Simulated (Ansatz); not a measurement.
# Au (hcp type): the cost of one run

Method: DFT PBEsol, with the methods named in each step, in Ansatz 0.2.0.

1 further run of the same task is left out (it didn't finish).

### 1 The system as given

It takes space group P6_3/mmc (No. 194, hexagonal). The conventional cell has a = 2.894 Å, b = 2.894 Å, c = 4.688 Å, α = 90.00°, β = 90.00°, γ = 120.00°. Au (site symmetry -6m2) has 12 Au at 2.88 to 2.89 Å as nearest neighbours.

Coordinates:

```cif
data_structure
_symmetry_space_group_name_H-M 'P6_3/mmc'
_symmetry_Int_Tables_number 194
_cell_length_a 2.8936
_cell_length_b 2.8936
_cell_length_c 4.6876
_cell_angle_alpha 90.000
_cell_angle_beta 90.000
_cell_angle_gamma 120.000
_cell_volume 33.99
loop_
_atom_site_label
_atom_site_type_symbol
_atom_site_symmetry_multiplicity
_atom_site_Wyckoff_symbol
_atom_site_fract_x
_atom_site_fract_y
_atom_site_fract_z
_atom_site_occupancy
Au1 Au 2 c 0.33333 0.66667 0.25000 1
```

The file gives the conventional cell by its symmetry; the runs use the cell typed in the input.

Whether this phase is the stable one at these pressures isn't tested.

Atoms are numbered in the order of the input: Au1, Au2.

### 2 Cell relaxed at zero pressure, PAW

Input file input.yaml:

```yaml
crystal:
  lattice:
    - [2.8935778599, 0.0, 0.0]
    - [-1.44678893, 2.5059119345, 0.0]
    - [0.0, 0.0, 4.6875961331]
  atoms:
    - { symbol: Au, position: [0.3333333333, 0.6666666667, 0.25] }
    - { symbol: Au, position: [0.6666666667, 0.3333333333, 0.75] }
kpoints:
  mp_grid: { grid: [15, 15, 8] }
scf:
  occupations: { method: fermi_dirac, width: 0.05 }
hamiltonian:
  xc: pbesol
  pseudopotentials: { kind: paw }
output:
  forces: true
  stress: true
relax:
  f_tol: 0.005
  max_steps: 40
  cell: {}
```

Launch:

```
> ansatz run input.yaml --threads 1 --pin off --max-ram 2048MiB --backend cpu --events-out ev --progress --plain --runs-dir out
```

**Question.** How long does this run take on 1 thread of Arm Neoverse V1, shared host, and how much memory does it need?

About 25 s, with a peak of 0.36 GiB.
